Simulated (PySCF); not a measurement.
# C7H7BO: electronic excitations

Wanted: the electronic excitations of C7H7BO (`C#CBOC/C=C/C#C`), by calculation.

Programs: PySCF 2.14.0, with density-fitted response routines of our own. Each step states its level of theory. These are calculated values for one molecule in the gas phase, unless marked as measured. Atoms are numbered from 0 throughout.

### 1 Starting geometry

16 atoms, charge 0, multiplicity 1; geometry from: GFN2-xTB.

Bonds of the start (Å): C0–C1 1.20, C1–B2 1.53, B2–O3 1.33, O3–C4 1.41, C4–C5 1.50, C5–C6 1.33, C6–C7 1.41, C7–C8 1.20, C0–H9 1.05, B2–H10 1.17, C4–H11 1.10, C4–H12 1.10, C5–H13 1.08, C6–H14 1.08, C8–H15 1.05.

### 2 Excited states and response: CAM-B3LYP/def2-SVPD

What the job is given:

```
{"job": {"kind": "uv", "xc": "CAM-B3LYP", "basis": "def2-SVPD", "nstates": 8, "ntriplets": 3}, "charge": 0, "multiplicity": 1}
C      2.708159     1.526894     1.595910
C      2.614524     0.912020     0.565557
B      2.451808     0.117024    -0.729781
O      1.475946    -0.762980    -0.936099
C      0.447431    -1.047023    -0.008766
C     -0.659587    -0.044609    -0.110352
C     -1.939049    -0.361036    -0.294312
C     -2.968259     0.598281    -0.375711
C     -3.859743     1.399940    -0.447473
H      2.811830     2.074960     2.488292
H      3.211282     0.246067    -1.615991
H      0.081689    -2.055306    -0.232619
H      0.852642    -1.027745     1.014420
H     -0.349918     0.989103    -0.032238
H     -2.252865    -1.394399    -0.381433
H     -4.633491     2.105236    -0.510817
```

With the program's defaults for keys left out, this is: TDDFT CAM-B3LYP/def2-SVPD, vertical, gas phase, core orbitals frozen in the response.

On the command line:

```sh
> OMP_NUM_THREADS=1 python probes_run.py task.json out
```

This one command runs all jobs of the session in turn.

What will the session give for the following? lowest singlet (CAM-B3LYP/def2-SVPD); brightest single state of those computed; lowest triplet. Wanted: lowest singlet; brightest single state of those computed; lowest triplet.

As calculated:

```
                                quantity                        value
    lowest singlet (CAM-B3LYP/def2-SVPD)  5.18 eV (240 nm), f = 0.000
brightest single state of those computed  state 3, 5.61 eV, f = 0.422
                          lowest triplet                      3.47 eV
```

What this shows: The lowest singlet, at 5.18 eV, is HOMO−2→LUMO 0.80, HOMO−2→LUMO+1 0.11 and is dark; of the 8 states computed, the strongest absorption comes from state 3 at 5.61 eV. The lowest triplet lies 1.71 eV below the lowest singlet (triplets in Tamm-Dancoff, singlets in full TDDFT).
